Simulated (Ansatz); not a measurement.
## HPbNO4 under changes of volume

One of the cells (14.484 Å³/atom); the others are scaled copies at fixed shape and fractional positions:

```
CELL_PARAMETERS angstrom
4.19923 0.11117 0.16817
1.91600 3.89132 0.12568
1.76085 1.25259 6.37266
ATOMIC_POSITIONS crystal
H 0.89145 0.68202 0.62796
Pb 0.14426 0.92872 0.88352
N 0.25670 0.28861 0.30171
O 0.83108 0.65056 0.78405
O 0.38694 0.22380 0.11295
O 0.31104 0.03576 0.45856
O 0.07726 0.60633 0.32275
```

The cell was built by a generator and needn't be a form met in nature.

| Quantity | Value |
| --- | --- |
| Program | Ansatz 0.2.0 |
| Functional | PBE |
| Potentials or basis | Ansatz PAW |
| Cutoff | 420 eV (not typed: the program's choice for these potentials) |
| k mesh | 7 × 7 × 5 |
| Occupations | fermi-dirac, width 0.05 eV |
| Spin | no spin polarisation |

| volume (Å³/atom) | energy over the lowest point (meV/atom) | pressure (GPa) | gap on the mesh (eV) | largest force (eV/Å) |
| --- | --- | --- | --- | --- |
| 13.615 | 17.03 | 6.6 | 2.86 | 1.769 |
| 13.905 | 7.30 | 4.2 | 2.84 | 1.135 |
| 14.195 | 1.76 | 2.0 | 2.83 | 0.545 |
| 14.484 | 0.00 | 0.0 | 2.82 | 0.003 |
| 14.774 | ? | ? | ? | ? |
| 15.064 | 6.35 | -3.4 | 2.78 | 0.984 |
| 15.353 | 13.82 | -4.9 | 2.76 | 1.425 |

Question: What does the run at 14.774 Å³/atom give?

Answer: Energy over the lowest point 1.64 meV/atom; pressure -1.8 GPa; gap on the mesh 2.80 eV; largest force 0.511 eV/Å.

Worked out: A Birch-Murnaghan fit of order 3 (a polynomial in V^(-2/3)) to the other rows has its minimum at 14.48 Å³/atom with B0 = V·E''(V) = 94 GPa and B' = 4.1 at fixed shape and positions, which overstates the stiffness. It gives 1.63 meV/atom at 14.774 Å³/atom, against the run's 1.64, and -dE/dV = -1.8 GPa, against -1.8. A parabola through the other rows of the gap, of slope -0.904 eV per unit of ln V there, gives 2.80 eV, against the run's 2.80.

Energies are extrapolated to zero smearing.

Caveats: odd divisions of the mesh miss points on the zone boundary, where band edges often lie, so the gap on the mesh can be too wide; spin-orbit coupling is left out, which as a rule narrows the gap of such compounds by several tenths of an eV; forces of over 1 eV/Å show positions far from the minimum, so gaps and moduli don't describe the material at rest (some runs).

A mesh can miss the band edges.
